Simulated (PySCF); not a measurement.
# C5H7ClSSi: the cost of one run

Computed with PySCF 2.14.0 and routines of our own; the level stands in each step. Atoms count from 0.

### Step 1. The starting structure

15 atoms, charge 0, multiplicity 1; geometry from: GFN2-xTB.

### Step 2. Magnetic properties: GIAO wB97X-D/pcSseg-1

The job: settings as JSON, then the geometry in Å.

```
{"job": {"kind": "mag", "xc": "wB97X-D", "basis": "pcSseg-1", "isotopologues": 2}, "charge": 0, "multiplicity": 1}
Si    -2.286605     0.865019    -0.422254
C     -1.264819    -0.758444    -0.421836
C      0.161333    -0.488250    -0.141398
C      0.803430    -0.486340     1.057154
C      2.167779    -0.124188     0.975344
C      2.547711     0.154772    -0.297082
Cl     4.102672     0.632478    -0.829943
S      1.239366    -0.023936    -1.425308
H     -1.759728     1.750003    -1.458402
H     -3.677200     0.506170    -0.700010
H     -2.164771     1.486107     0.895966
H     -1.368222    -1.247136    -1.390438
H     -1.656330    -1.437668     0.336053
H      0.319237    -0.744716     1.981856
H      2.831732    -0.075881     1.818386
```

Level: GIAO wB97X-D/pcSseg-1 magnetisability, rotational g tensor and spin-rotation constants, non-relativistic, gas phase.

Launch:

```
$ OMP_NUM_THREADS=1 python excited_run.py task.json out
```

The driver reads the jobs from task.json and runs them one after another.

**Question.** How long does this first job take on 1 thread of Arm Neoverse V2, shared host, and how much memory does it need?

About 54 s, with a peak of 0.91 GiB.
